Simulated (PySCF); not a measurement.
# C₃H₇GeN: NMR shifts at several levels of theory

Aim: compute the NMR shifts of C₃H₇GeN (`C[CH2][GeH2][C]#N`) at several levels, and see how far they spread and what each costs.

Computed with PySCF 2.14.0, with density-fitted response routines of our own, on a single molecule in the gas phase. Atoms count from 0, in the outputs and in this text.

## 1. Starting geometry

12 atoms, charge 0, multiplicity 1; geometry from: PBE0-D3(BJ)/def2-SVP.

Bonds of the start (Å): C0–C1 1.52, C1–Ge2 1.95, Ge2–C3 1.93, C3–N4 1.16, C0–H5 1.10, C0–H6 1.10, C0–H7 1.10, C1–H8 1.10, C1–H9 1.10, Ge2–H10 1.54, Ge2–H11 1.53.

## 2. Nuclear shieldings: PBE0/6-31G*

Job settings and geometry (Å):

```
{"job": {"kind": "nmr", "xc": "PBE0", "basis": "6-31G*", "pop": true}, "charge": 0, "multiplicity": 1}
C     -1.229396    -0.647620     0.615650
C     -0.643843     0.114035    -0.566491
Ge     1.130858     0.842590    -0.211670
C      2.261123    -0.654608     0.259270
N      2.902188    -1.579714     0.538842
H     -2.221513    -1.057714     0.371090
H     -1.350535    -0.000492     1.498479
H     -0.586802    -1.491616     0.910779
H     -0.553095    -0.534288    -1.452880
H     -1.288218     0.959088    -0.859907
H      1.155621     1.784053     1.001903
H      1.779951     1.506093    -1.434165
```

With the program's defaults for keys left out, this is: GIAO PBE0/6-31G* NMR shielding, non-relativistic, gas phase.

Started as:

```console
OMP_NUM_THREADS=1 python probes_run.py task.json out
```

One launch serves the whole session: the jobs run in the order shown.

Log:

```text
coarse grid: 45384 points
cycle   1  E = -2249.4428971826  dE = -3.328e-01  |g| = 5.723e-01  |ddm| = 3.253e+00
cycle   2  E = -2249.3120710554  dE =  1.308e-01  |g| = 9.615e-01  |ddm| = 1.139e+00
cycle   3  E = -2249.4955222210  dE = -1.835e-01  |g| = 2.434e-01  |ddm| = 7.587e-01
cycle   4  E = -2249.5080440810  dE = -1.252e-02  |g| = 2.992e-02  |ddm| = 1.703e-01
cycle   5  E = -2249.5082167449  dE = -1.727e-04  |g| = 8.992e-03  |ddm| = 2.934e-02
cycle   6  E = -2249.5082390887  dE = -2.234e-05  |g| = 1.795e-03  |ddm| = 1.001e-02
cycle   7  E = -2249.5082398047  dE = -7.160e-07  |g| = 4.081e-04  |ddm| = 1.690e-03
final grid: 95264 points
cycle   8  E = -2249.5082530197  dE =  6.007e-10  |g| = 5.418e-04  |ddm| = 1.199e-03
cycle   9  E = -2249.5082528588  dE =  1.609e-07  |g| = 1.005e-03  |ddm| = 1.059e-03
cycle  10  E = -2249.5082530769  dE = -2.181e-07  |g| = 2.127e-04  |ddm| = 7.142e-04
cycle  11  E = -2249.5082530870  dE = -1.010e-08  |g| = 1.765e-05  |ddm| = 1.498e-04
cycle  12  E = -2249.5082530871  dE = -8.913e-11  |g| = 2.363e-06  |ddm| = 1.832e-05
converged SCF energy = -2249.5082530871

GIAO shielding tensors (ppm)
atom      isotropic    diamagn.    paramagn.     s11        s22        s33       span
  0 C      182.607     247.460     -64.853    174.525    177.536    195.760     21.235
  1 C      185.647     244.391     -58.744    180.588    184.811    191.541     10.953
  2 Ge    1676.675    2760.115   -1083.440   1619.507   1629.581   1780.937    161.430
  3 C       83.658     254.570    -170.911    -21.408    -17.586    289.969    311.377
  4 N      -60.590     336.832    -397.422   -247.836   -242.291    308.357    556.192
  5 H       30.583      29.382       1.201     25.445     28.108     38.196     12.751
  6 H       30.878      30.274       0.605     26.254     29.226     37.154     10.900
  7 H       30.470      30.877      -0.407     25.369     30.105     35.935     10.566
  8 H       30.844      29.861       0.983     25.565     29.317     37.648     12.083
  9 H       31.105      29.443       1.662     25.578     29.342     38.395     12.817
 10 H       27.453      28.783      -1.330     21.508     22.387     38.464     16.957
 11 H       27.296      27.826      -0.531     20.861     22.155     38.871     18.010
```

It took 16 s on 1 thread of Arm Neoverse N1, shared host; peak memory 0.55 GiB.

The references, computed at this level on geometries of the same kind, shield at (ppm): 1H TMS 31.96, 13C TMS 194.1, 15N NH3 259.4, 73Ge GeMe4 1541. Their shielding less the atom's gives the shift. The references are single molecules in the gas phase, so shifts against H2O, NH3, PH3, H3PO4 or CFCl3 are not on the usual liquid scales and can be off by tens of ppm. Atoms listed in one row are averaged.

```csv
atoms,environment,σ (ppm),δ (ppm)
C3,nitrile carbon,83.7,110.5
C0,methyl carbon,182.6,11.5
C1,sp3 CH2 bonded to Ge,185.6,8.5
"H10, H11",hydrogen on a germanium bonded to 2 C,27.37,4.59
"H5, H6, H7",hydrogen on a methyl carbon,30.64,1.32
"H8, H9",hydrogen on an sp3 CH2 bonded to Ge,30.97,0.99
Ge2,"germanium bonded to 2 C, 2 H",1677,-136
N4,nitrile nitrogen,-60.6,320.0
```

Charges from the same density, by scheme (e):

```csv
atoms,Mulliken,IAO,Hirshfeld,ESP fit
C0,-0.54,-0.41,-0.09,-0.31
C1,-0.44,-0.48,-0.12,0.04
Ge2,0.04,0.60,0.34,0.12
C3,0.14,-0.13,-0.04,0.20
N4,-0.27,-0.20,-0.21,-0.39
```

Mayer bond orders: C0–C1 1.00, C1–Ge2 0.99, Ge2–C3 0.98, C3–N4 2.79.

## 3. Nuclear shieldings: PBE0/def2-SVP

Settings changed since step 2:

```diff
@@ -1,2 +1,2 @@
-{"job": {"kind": "nmr", "xc": "PBE0", "basis": "6-31G*", "pop": true}, "charge": 0, "multiplicity": 1}
+{"job": {"kind": "nmr", "xc": "PBE0", "basis": "def2-SVP", "pop": true}, "charge": 0, "multiplicity": 1}
 C     -1.229396    -0.647620     0.615650
```

Method: GIAO PBE0/def2-SVP NMR shielding, non-relativistic, gas phase.

Log:

```text
coarse grid: 45384 points
cycle   1  E = -2249.3462700360  dE = -3.740e-01  |g| = 5.562e-01  |ddm| = 3.502e+00
cycle   2  E = -2249.2085012183  dE =  1.378e-01  |g| = 9.632e-01  |ddm| = 1.099e+00
cycle   3  E = -2249.3979936823  dE = -1.895e-01  |g| = 2.324e-01  |ddm| = 7.505e-01
cycle   4  E = -2249.4092484945  dE = -1.125e-02  |g| = 2.963e-02  |ddm| = 1.680e-01
cycle   5  E = -2249.4094183484  dE = -1.699e-04  |g| = 9.375e-03  |ddm| = 3.005e-02
cycle   6  E = -2249.4094421124  dE = -2.376e-05  |g| = 1.827e-03  |ddm| = 1.053e-02
cycle   7  E = -2249.4094428838  dE = -7.713e-07  |g| = 3.439e-04  |ddm| = 1.877e-03
final grid: 95264 points
cycle   8  E = -2249.4094375579  dE = -1.606e-08  |g| = 4.110e-04  |ddm| = 1.403e-03
cycle   9  E = -2249.4094374712  dE =  8.674e-08  |g| = 7.478e-04  |ddm| = 7.980e-04
cycle  10  E = -2249.4094375908  dE = -1.197e-07  |g| = 1.676e-04  |ddm| = 5.333e-04
cycle  11  E = -2249.4094375972  dE = -6.352e-09  |g| = 1.406e-05  |ddm| = 1.270e-04
cycle  12  E = -2249.4094375972  dE = -3.729e-11  |g| = 2.662e-06  |ddm| = 1.571e-05
converged SCF energy = -2249.4094375972

GIAO shielding tensors (ppm)
atom      isotropic    diamagn.    paramagn.     s11        s22        s33       span
  0 C      183.469     244.605     -61.136    175.969    178.827    195.610     19.641
  1 C      187.151     246.695     -59.544    182.705    185.535    193.213     10.508
  2 Ge    1659.503    2754.217   -1094.713   1592.617   1603.934   1781.960    189.344
  3 C       78.621     269.108    -190.487    -28.777    -25.228    289.867    318.643
  4 N      -68.376     327.039    -395.415   -259.153   -253.540    307.564    566.718
  5 H       30.053      28.570       1.482     24.884     27.253     38.021     13.137
  6 H       30.472      30.312       0.160     25.805     28.685     36.925     11.120
  7 H       30.052      31.282      -1.230     24.919     29.527     35.712     10.792
  8 H       30.372      30.659      -0.287     25.151     28.614     37.350     12.199
  9 H       30.625      30.004       0.621     25.168     28.648     38.058     12.890
 10 H       27.117      28.672      -1.555     21.260     22.122     37.969     16.709
 11 H       26.944      27.912      -0.968     20.629     21.833     38.370     17.740
```

Run time: 18 s. Hardware: 1 thread of Arm Neoverse N1, shared host; peak memory 0.63 GiB.

In short: δ C3 115.1, C0 10.3, C1 6.6, Ge2 -201, H10 4.31, H5 1.15 ppm (means over like atoms).

## 4. Shielding tensors: PBE0/def2-TZVP

Settings changed since step 3:

```diff
@@ -1,2 +1,2 @@
-{"job": {"kind": "nmr", "xc": "PBE0", "basis": "def2-SVP", "pop": true}, "charge": 0, "multiplicity": 1}
+{"job": {"kind": "nmr", "xc": "PBE0", "basis": "def2-TZVP", "pop": true}, "charge": 0, "multiplicity": 1}
 C     -1.229396    -0.647620     0.615650
```

Method: GIAO PBE0/def2-TZVP NMR shielding, non-relativistic, gas phase.

Log:

```text
coarse grid: 45384 points
cycle   1  E = -2249.7791548091  dE = -3.349e-01  |g| = 7.839e-01  |ddm| = 2.609e+00
cycle   2  E = -2249.6225185790  dE =  1.566e-01  |g| = 1.196e+00  |ddm| = 1.093e+00
cycle   3  E = -2249.8395591404  dE = -2.170e-01  |g| = 3.345e-01  |ddm| = 7.688e-01
cycle   4  E = -2249.8621435725  dE = -2.258e-02  |g| = 3.827e-02  |ddm| = 1.702e-01
cycle   5  E = -2249.8624111664  dE = -2.676e-04  |g| = 1.121e-02  |ddm| = 3.188e-02
cycle   6  E = -2249.8624436516  dE = -3.249e-05  |g| = 2.438e-03  |ddm| = 9.757e-03
cycle   7  E = -2249.8624450029  dE = -1.351e-06  |g| = 4.507e-04  |ddm| = 1.932e-03
final grid: 95264 points
cycle   8  E = -2249.8624572483  dE = -5.681e-08  |g| = 4.768e-04  |ddm| = 2.763e-03
cycle   9  E = -2249.8624572232  dE =  2.510e-08  |g| = 5.986e-04  |ddm| = 7.541e-04
cycle  10  E = -2249.8624572935  dE = -7.029e-08  |g| = 1.283e-04  |ddm| = 3.972e-04
cycle  11  E = -2249.8624572971  dE = -3.530e-09  |g| = 3.015e-05  |ddm| = 7.251e-05
cycle  12  E = -2249.8624572973  dE = -1.864e-10  |g| = 4.964e-06  |ddm| = 2.219e-05
converged SCF energy = -2249.8624572973

GIAO shielding tensors (ppm)
atom      isotropic    diamagn.    paramagn.     s11        s22        s33       span
  0 C      175.630     245.009     -69.378    167.648    170.411    188.832     21.184
  1 C      178.100     244.537     -66.436    173.303    176.021    184.976     11.672
  2 Ge    1546.717    2762.547   -1215.830   1478.937   1496.296   1664.917    185.980
  3 C       63.065     265.931    -202.866    -52.552    -48.490    290.237    342.789
  4 N      -94.560     326.259    -420.819   -298.387   -291.246    305.953    604.340
  5 H       30.057      29.102       0.955     25.101     27.305     37.767     12.666
  6 H       30.532      30.219       0.314     26.134     28.677     36.786     10.653
  7 H       30.097      30.729      -0.631     25.211     29.594     35.487     10.277
  8 H       30.376      30.199       0.177     25.384     28.812     36.931     11.546
  9 H       30.586      29.856       0.729     25.269     28.805     37.684     12.415
 10 H       27.034      28.542      -1.508     21.181     22.145     37.776     16.595
 11 H       26.825      27.985      -1.159     20.504     21.774     38.198     17.694
```

Wall time 41 s (1 thread of Arm Neoverse N1, shared host); peak memory 0.9 GiB.

This run: δ C3 123.6, C0 11.0, C1 8.6, Ge2 -173, H10 4.55, H5 1.25 ppm (means over like atoms).

## 5. Nuclear shieldings: PBE0/cc-pVDZ

Settings changed since step 4:

```diff
@@ -1,2 +1,2 @@
-{"job": {"kind": "nmr", "xc": "PBE0", "basis": "def2-TZVP", "pop": true}, "charge": 0, "multiplicity": 1}
+{"job": {"kind": "nmr", "xc": "PBE0", "basis": "cc-pVDZ", "pop": true}, "charge": 0, "multiplicity": 1}
 C     -1.229396    -0.647620     0.615650
```

With the program's defaults for keys left out, this is: GIAO PBE0/cc-pVDZ NMR shielding, non-relativistic, gas phase.

Log:

```text
coarse grid: 45384 points
cycle   1  E = -2249.7176343191  dE = -2.968e-01  |g| = 4.613e-01  |ddm| = 6.246e+00
cycle   2  E = -2249.5870798790  dE =  1.306e-01  |g| = 8.762e-01  |ddm| = 1.903e+00
cycle   3  E = -2249.7676921118  dE = -1.806e-01  |g| = 1.706e-01  |ddm| = 1.149e+00
cycle   4  E = -2249.7742539608  dE = -6.562e-03  |g| = 3.386e-02  |ddm| = 2.728e-01
cycle   5  E = -2249.7745135248  dE = -2.596e-04  |g| = 1.032e-02  |ddm| = 6.068e-02
cycle   6  E = -2249.7745419497  dE = -2.842e-05  |g| = 1.688e-03  |ddm| = 2.276e-02
cycle   7  E = -2249.7745426775  dE = -7.278e-07  |g| = 4.158e-04  |ddm| = 3.227e-03
final grid: 95264 points
cycle   8  E = -2249.7745556464  dE =  6.203e-09  |g| = 5.700e-04  |ddm| = 2.405e-03
cycle   9  E = -2249.7745554709  dE =  1.755e-07  |g| = 1.053e-03  |ddm| = 2.024e-03
cycle  10  E = -2249.7745557124  dE = -2.416e-07  |g| = 2.282e-04  |ddm| = 1.304e-03
cycle  11  E = -2249.7745557244  dE = -1.194e-08  |g| = 9.375e-06  |ddm| = 2.842e-04
cycle  12  E = -2249.7745557244  dE = -2.274e-11  |g| = 3.314e-06  |ddm| = 2.273e-05
converged SCF energy = -2249.7745557244

GIAO shielding tensors (ppm)
atom      isotropic    diamagn.    paramagn.     s11        s22        s33       span
  0 C      184.777     245.123     -60.346    176.511    179.752    198.068     21.558
  1 C      187.264     244.509     -57.245    181.750    185.580    194.463     12.713
  2 Ge    1707.945    2755.849   -1047.905   1645.054   1660.375   1818.406    173.352
  3 C       81.053     261.264    -180.211    -25.633    -21.746    290.536    316.169
  4 N      -66.382     339.023    -405.405   -256.621   -250.893    308.367    564.988
  5 H       29.928      28.581       1.347     24.909     27.185     37.688     12.779
  6 H       30.346      30.327       0.020     25.822     28.570     36.647     10.825
  7 H       29.900      31.338      -1.438     24.879     29.435     35.384     10.505
  8 H       30.186      30.317      -0.132     25.105     28.523     36.929     11.824
  9 H       30.445      29.650       0.795     25.129     28.558     37.647     12.519
 10 H       27.030      28.607      -1.577     21.106     22.022     37.963     16.857
 11 H       26.841      27.694      -0.853     20.440     21.716     38.367     17.927
```

It took 19 s on 1 thread of Arm Neoverse N1, shared host; peak memory 0.65 GiB.

In short: δ C3 115.7, C0 12.0, C1 9.5, Ge2 -165, H10 4.35, H5 1.23 ppm (means over like atoms).

(Part 1 of 2 ends here.)
